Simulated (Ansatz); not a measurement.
# Hf3ZrS8: the cost of one run

Computed with Ansatz 0.2.0 (DFT PBE, scalar-relativistic, plane waves, PAW, unless a step's input says otherwise).

## Step 1: The starting structure

It takes space group P-3m1 (No. 164, trigonal). The conventional cell has a = 3.601 Å, b = 3.601 Å, c = 23.572 Å, α = 90.00°, β = 90.00°, γ = 120.00°. Zr (site symmetry -3m) is surrounded by 6 S at 2.51 Å. Hf (site symmetry 3m) has 6 S at 2.51 Å as nearest neighbours. Around Hf (site symmetry -3m) lie 6 S at 2.51 Å. S (site symmetry 3m) is surrounded by 3 Hf at 2.51 Å. S (site symmetry 3m) is surrounded by 3 Zr at 2.51 Å.

Structure file:

```
CELL_PARAMETERS angstrom
3.60090 0.00000 0.00000
-1.80045 3.11847 0.00000
0.00000 0.00000 23.57203
ATOMIC_POSITIONS crystal
Zr 0.00000 0.00000 0.00000
Hf 0.00000 0.00000 0.25000
Hf 0.00000 0.00000 0.50000
Hf 0.00000 0.00000 0.75000
S 0.66667 0.33333 0.19052
S 0.66667 0.33333 0.44052
S 0.66667 0.33333 0.69052
S 0.66667 0.33333 0.94052
S 0.33333 0.66667 0.05948
S 0.33333 0.66667 0.30948
S 0.33333 0.66667 0.55948
S 0.33333 0.66667 0.80948
```

The start is an ordering of an alloy on its end members' structure types: elements ordered on the sites of the ZrS2 type, Hf/Zr on Zr (P-3m1, No. 164).

## Step 2: A first look at the guess

input.yaml reads:

```yaml
crystal:
  lattice:
    - [3.60090471, 0.0, 0.0]
    - [-1.80045236, 3.11847496, 0.0]
    - [0.0, 0.0, 23.57202773]
  atoms:
    - { symbol: Zr, position: [0.0, 0.0, 0.0] }
    - { symbol: Hf, position: [0.0, 0.0, 0.25] }
    - { symbol: Hf, position: [0.0, 0.0, 0.5] }
    - { symbol: Hf, position: [0.0, 0.0, 0.75] }
    - { symbol: S, position: [0.66666667, 0.33333333, 0.19052251] }
    - { symbol: S, position: [0.66666667, 0.33333333, 0.44052251] }
    - { symbol: S, position: [0.66666667, 0.33333333, 0.69052251] }
    - { symbol: S, position: [0.66666667, 0.33333333, 0.94052251] }
    - { symbol: S, position: [0.33333333, 0.66666667, 0.05947749] }
    - { symbol: S, position: [0.33333333, 0.66666667, 0.30947749] }
    - { symbol: S, position: [0.33333333, 0.66666667, 0.55947749] }
    - { symbol: S, position: [0.33333333, 0.66666667, 0.80947749] }
basis:
  ecutwfc: 420
kpoints:
  mp_grid: { grid: [6, 6, 1] }
hamiltonian:
  xc: pbe
scf:
  occupations: { method: gaussian, width: 0.1 }
  lower_state_search: "off"
output:
  forces: true
  stress: true
  eigenvalues: true
```

Run with:

```
$ ansatz run input.yaml --threads 1 --pin off --max-ram 2560MiB --backend cpu --events-out ev --progress --plain --runs-dir out
```

Q: Estimate wall time and peak memory on 1 thread of Arm Neoverse V2, shared host.

About 7.5 s, with a peak of 0.55 GiB.
